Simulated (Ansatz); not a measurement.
# ScB (singlet): wave-function methods side by side at distance Sc1–B2 = 4.945 Å, def2-SVP

How much of the correlation energy of ScB (singlet) does each wave-function method recover here?

Method: def2-SVP, core rule «outside noble gas», up to 10 orbitals frozen; program: Ansatz 0.2.0, Gaussian basis.

Plan: UHF; CCSD(T) on RHF; CCSD(T) on UHF; CISD; CCSDT(Q) on RHF; CCSDT(Q) on UHF; CASSCF and MRCISD+Q, 2 electrons in 2 orbitals; CASSCF and NEVPT2, 2 electrons in 2 orbitals; Full CI; Full CI in the symmetry of the determinant.

51 further runs of the same task are left out: 33 for a known fault of the program, 18 that didn't finish. Runs told in other sessions of the task aren't counted.

### 1 What is computed

The geometry derives from a PBE0/def2-TZVP stationary point (not a proven minimum). One bond is set to the value named and the two fragments are kept rigid.

2 atoms, charge 0, spin multiplicity 1.

Atoms are counted from 1 here; the program's logs count them from 0.

No contacts short enough for the rule that draws bonds.

As a file:

```xyz
2
charge 0, multiplicity 1
Sc    0.0000    0.0000    0.0000
B     0.0000    0.0000    4.9450
```

### 2 UHF

Input file in.yaml:

```yaml
crystal:
  periodic: [false, false, false]
  atoms:
    - {symbol: Sc, position_ang: [0.000000, 0.000000, 0.000000]}
    - {symbol: B, position_ang: [0.000000, 0.000000, 4.945000]}
basis:
  gaussian: {orbitals: def2-SVP}
magnetization: {spin_polarized: true, initial_magnetization: 0}
hamiltonian: {xc: hf}
output: {orbitals: {seedname: orbitals}}
```

The run is started by

```sh
> ansatz run in.yaml --threads 1 --pin off --events-out ev --progress --plain --max-ram 2393MiB
```

Further steps of the session: CCSD(T) on RHF; CCSD(T) on UHF; CISD; CCSDT(Q) on RHF; CCSDT(Q) on UHF; CASSCF and MRCISD+Q, 2 electrons in 2 orbitals; CASSCF and NEVPT2, 2 electrons in 2 orbitals; Full CI; Full CI in the symmetry of the determinant.

Before running them: what should the planned runs give, taken together? Wanted: FCI from the RHF energy; NEVPT2 pair from FCI; MRCISD+Q pair from FCI; T1 diagnostic; effectively unpaired electrons.

As calculated:

| quantity | value |
| --- | --- |
| FCI from the RHF energy | -6.7109 eV |
| NEVPT2 pair from FCI | +905.1 meV |
| MRCISD+Q pair from FCI | -102.2 meV |
| levels within 1 kcal/mol (43 meV) | none |
| T1 diagnostic | 0.170 |
| effectively unpaired electrons | 2.18 |

In words: MRCISD+Q pair falls below full CI: the +Q correction isn't variational, and the cores differ from full CI's. The occupations show strong static correlation (2.2 unpaired electrons where one determinant has 0). Of the multireference levels listed MRCISD+Q pair comes nearest in total energy (-102.2 meV), which doesn't show that its space is the better one. The lowest state has another symmetry than the determinant, whose own symmetry lies 0.01 eV higher, so single-reference misses include that gap. These misses are within one basis, not against nature.
